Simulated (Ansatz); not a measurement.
# BrF₂In, SMILES [F][In]([F])[Br]: an atomisation energy

Run with Ansatz 0.2.0 through its Python package.

`tae.py`:
```python
"""Atomisation energy of BrF2In at the given geometry."""

from collections import Counter

import ansatz as az

BASIS_SET = "def2-SVP"
FUNCTIONAL = "cam_b3lyp"


def total_energy(molecule, charge=0, unpaired=0):
    calc = molecule.calculation().basis(gaussian=BASIS_SET).functional(FUNCTIONAL)
    if charge:
        calc = calc.charge(charge)
    if unpaired:
        calc = calc.spin("collinear", total=unpaired)
    report = calc.run().report
    if report["published_state_doubts"]:
        print("  doubts:", report["published_state_doubts"])
    return report["free_energy_ev"]

GEOMETRY = """
F     0.92330    0.62980    1.60330
In   -0.31730   -0.20690    0.02360
F     1.03180   -1.77610   -0.25100
Br   -1.58230    1.29300   -1.39620
"""

brf2in = az.Crystal.molecule()
for line in GEOMETRY.strip().splitlines():
    symbol, *xyz = line.split()
    brf2in = brf2in.atom(symbol, [float(v) for v in xyz])

# unpaired electrons of the ground-state atoms
unpaired = {"F": 1, "In": 1, "Br": 1}
counts = Counter(site.symbol for site in brf2in.cartesian_sites)
atom_energy = {s: total_energy(az.Crystal.molecule().atom(s, (0, 0, 0)), 0, unpaired[s]) for s in counts}
whole = total_energy(brf2in, 0, 0)
for s, e in atom_energy.items():
    print(f"{s:2s} x{counts[s]}  {e:14.5f} eV")
print(f"BrF2In: {whole:.5f} eV")
split = sum(counts[s] * e for s, e in atom_energy.items()) - whole
print(f"atomisation energy (no zero-point term): {96.485332 * split:.1f} kJ/mol, {split / sum(counts.values()):.3f} eV an atom")
```

`python tae.py` gives:
```text
F  x2     -2710.70462 eV
In x1     -5172.54861 eV
Br x1    -70040.04718 eV
BrF2In: -80643.94027 eV
atomisation energy (no zero-point term): 958.6 kJ/mol, 2.484 eV an atom
```

958.6 kJ/mol from the electronic energies, without the zero-point term.

Total energies depend on the basis set; only differences at equal settings carry meaning. The geometry is a force-field or estimated start, not a minimum of this method, and the basis set is short of its limit. All parts are taken at fixed geometry, without zero-point energy. def2 sets replace the cores of elements past krypton by effective core potentials. The spin-orbit lowering of heavy atoms is left out. Hardware and time: 5.2 s on 1 thread of Arm Neoverse V1 (shared host), peak memory 0.26 GiB.
